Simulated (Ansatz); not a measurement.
# YTe: stress in a strained cell

YTe is deformed so: equal xy, yz and zx engineering shear strains of +2 %. What stress and forces result, by LAPW, PAW and all-electron datasets made for the crystal?

Method: DFT PBEsol, scalar-relativistic, in Ansatz 0.2.0.

## (1) Starting point

Symmetry: Fm-3m, No. 225, cubic system. The conventional cell has a = 6.095 Å, b = 6.095 Å, c = 6.095 Å, α = 90.00°, β = 90.00°, γ = 90.00°. Around Y (site symmetry m-3m) lie 6 Te at 3.05 Å. Te (site symmetry m-3m) is surrounded by 6 Y at 3.05 Å.

Coordinates:

```cif
data_structure
_symmetry_space_group_name_H-M 'Fm-3m'
_symmetry_Int_Tables_number 225
_cell_length_a 6.0950
_cell_length_b 6.0950
_cell_length_c 6.0950
_cell_angle_alpha 90.000
_cell_angle_beta 90.000
_cell_angle_gamma 90.000
_cell_volume 226.42
loop_
_atom_site_label
_atom_site_type_symbol
_atom_site_symmetry_multiplicity
_atom_site_Wyckoff_symbol
_atom_site_fract_x
_atom_site_fract_y
_atom_site_fract_z
_atom_site_occupancy
Y1 Y 4 a 0.00000 0.00000 0.00000 1
Te1 Te 4 b 0.50000 0.00000 0.00000 1
```

The file gives the conventional cell by its symmetry; the runs use the cell typed in the input.

Atoms are numbered in the order of the input: Y1, Te2.

## (2) After the deformation

Space group Fm-3m before, R-3m after.

## (3) All-electron LAPW

File input.yaml:

```yaml
crystal:
  lattice:
    - [0.06095, 3.077975, 3.077975]
    - [3.077975, 0.06095, 3.077975]
    - [3.077975, 3.077975, 0.06095]
  atoms:
    - { symbol: "Y", position: [0.0, 0.0, 0.0] }
    - { symbol: Te, position: [0.5, 0.5, 0.5] }
kpoints:
  mp_grid: { grid: [12, 12, 12] }
  band_path:
    path:
      - [0.0, 0.0, 0.0]
      - [0.5, 0.5, 0.5]
      - [0.2451701269, 0.5, 0.7548298731]
      - [-0.2451701269, 0.2451701269, 0.5]
      - [0.0, 0.0, 0.5]
      - [0.0, 0.0, 0.0]
      - [-0.3725850634, 0.0, 0.3725850634]
      - [0.0, 0.3725850634, 0.6274149366]
      - [0.0, 0.5, 0.5]
    npoints: 5
scf:
  occupations: { method: fermi_dirac, width: 0.05 }
hamiltonian:
  xc: pbesol
  pseudopotentials: { kind: all_electron, lapw: { basis_error: 0.0005 } }
output:
  forces: true
  stress: true
  eigenvalues: true
```

The run is started by

```sh
> ansatz run input.yaml --threads 1 --pin off --max-ram 3072MiB --backend cpu --events-out ev --progress --plain --runs-dir out
```

## (4) PAW on the default files

File input.yaml:

```yaml
crystal:
  lattice:
    - [0.06095, 3.077975, 3.077975]
    - [3.077975, 0.06095, 3.077975]
    - [3.077975, 3.077975, 0.06095]
  atoms:
    - { symbol: "Y", position: [0.0, 0.0, 0.0] }
    - { symbol: Te, position: [0.5, 0.5, 0.5] }
kpoints:
  mp_grid: { grid: [12, 12, 12] }
scf:
  occupations: { method: fermi_dirac, width: 0.05 }
hamiltonian:
  xc: pbesol
  pseudopotentials: { kind: paw }
output:
  forces: true
  stress: true
  eigenvalues: true
  efg: { contact_densities: true }
  write_density: true
  write_potential: true
  elf: true
  volumetric_format: npy
```

## (5) All-electron PAW on datasets made for the crystal

input.yaml: that of step 4 with these lines changed.

```diff
@@ -14,3 +14,3 @@
   xc: pbesol
-  pseudopotentials: { kind: paw }
+  pseudopotentials: { kind: all_electron, datasets: crystal }
 output:
@@ -20,5 +20 @@
   efg: { contact_densities: true }
-  write_density: true
-  write_potential: true
-  elf: true
-  volumetric_format: npy
```

(Steps that only read results are left out.)

What does the calculation give? Wanted: pressure; largest shear or deviatoric stress.

The runs gave:

```
                                 quantity                                              value
                                 pressure  LAPW -0.48, PAW -0.49, crystal datasets -0.48 GPa
largest shear or deviatoric stress (LAPW)                                           0.18 GPa
```

What this shows: The largest part of the stress beyond the pressure is 0.18 GPa in size; the atoms are carried along and not relaxed. No run of the undeformed cell stands beside it, so the pressure holds what the given cell had before the change. PAW: stress within 0.01 GPa of LAPW. Crystal datasets: stress within 0.01 GPa of LAPW. Spin-orbit coupling is left out, though the cell holds Te; in elements this heavy it can shift bands and gaps by tenths of an eV.
